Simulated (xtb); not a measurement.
**GFN2-xTB run of C2H11AsGe2 (SMILES [CH3][GeH2][As](C)[GeH3])**

Aim: a geometry optimisation of C2H11AsGe2. 

The results are computed with xtb 6.7.1.

1 further run of the same task is left out (set aside as unsound or not needed).

## Step 1: The molecule

C2H11AsGe2 has 16 atoms, charge 0, and is taken as a singlet. SMILES: `[CH3][GeH2][As](C)[GeH3]`. All atoms were displaced at random from a relaxed shape. The run starts from this shape.

Bond lengths: C1–Ge2 1.925 Å, Ge2–As3 2.374 Å, As3–C4 2.020 Å, As3–Ge5 2.409 Å, C1–H6 1.095 Å, C1–H7 1.123 Å, C1–H8 1.186 Å, Ge2–H9 1.564 Å, Ge2–H10 1.583 Å, C4–H11 1.143 Å, C4–H12 1.193 Å, C4–H13 1.080 Å, Ge5–H14 1.550 Å, Ge5–H15 1.602 Å, Ge5–H16 1.554 Å. Some angles: C1–Ge2–As3 117.0°, Ge2–As3–C4 97.5°, Ge2–As3–Ge5 92.4°, C4–As3–Ge5 92.9°, C1–Ge2–H9 108.3°, C1–Ge2–H10 103.6°, As3–Ge2–H9 112.1°, As3–Ge2–H10 110.9°, Ge2–C1–H6 114.0°, Ge2–C1–H7 109.1°.

## Step 2: A geometry optimisation at GFN2-xTB

Contents of xcontrol:

```
$opt
   hessian=lindh-d2
$end
```

Contents of mol.coord:

```
$coord
      1.086290165480      3.053173807774     -2.140360500535  c
      2.305522563827      1.913498879274      1.090901097224  ge
      1.012099517827     -2.168989851323      2.428354761928  as
      0.866023688393     -3.797895976228     -1.021812710108  c
     -3.389885208660     -1.014310497393      2.324627694947  ge
      1.696048094113      1.877480699338     -3.731188644029  h
      1.575823718064      5.104017981785     -2.385363492593  h
     -1.152071531878      3.139685469759     -2.082119141374  h
      1.684161716789      3.989230746346      3.100171296494  h
      5.280839655267      2.050995352101      0.808065788151  h
     -0.183341228611     -5.676359333151     -1.207856247077  h
     -0.307968666530     -2.466054798114     -2.411668480247  h
      2.784133499411     -3.824654498153     -1.721086965264  h
     -4.592771476029     -0.174289440474     -0.209419449131  h
     -5.327742657680     -3.167445546530      3.206638466355  h
     -4.188218907269      1.073496719616      4.229074786084  h
$end
```

Command:

```console
xtb --input xcontrol --gfn 2 --opt normal -c 0 -- mol.coord > xtb.out
```

What values should one expect? Wanted: total energy at the end; dipole moment; HOMO energy; LUMO energy; HOMO–LUMO gap; dispersion energy; mean polarisability.

**Answer.** As computed:

Level: GFN2-xTB.

| quantity | value |
| --- | --- |
| total energy at the end | -16.10732 Eh |
| dipole moment | 2.02 D |
| HOMO energy | -10.28 eV |
| LUMO energy | -5.05 eV |
| HOMO–LUMO gap | 5.23 eV |
| dispersion energy | -33.48 kJ/mol |
| mean polarisability (D4 model) | 117.9 bohr³ |

At the final geometry: Bond lengths: C1–Ge2 1.981 Å, Ge2–As3 2.414 Å, As3–C4 1.991 Å, As3–Ge5 2.394 Å, C1–H6 1.088 Å, C1–H7 1.086 Å, C1–H8 1.087 Å, Ge2–H9 1.518 Å, Ge2–H10 1.523 Å, C4–H11 1.090 Å, C4–H12 1.088 Å, C4–H13 1.090 Å, Ge5–H14 1.514 Å, Ge5–H15 1.511 Å, Ge5–H16 1.506 Å. Some angles: C1–Ge2–As3 116.2°, Ge2–As3–C4 95.7°, Ge2–As3–Ge5 92.9°, C4–As3–Ge5 95.4°, C1–Ge2–H9 107.5°, C1–Ge2–H10 106.7°, As3–Ge2–H9 112.8°, As3–Ge2–H10 110.7°, Ge2–C1–H6 110.9°, Ge2–C1–H7 110.3°. The optimisation took 7 steps and changed the energy by -0.583 eV.
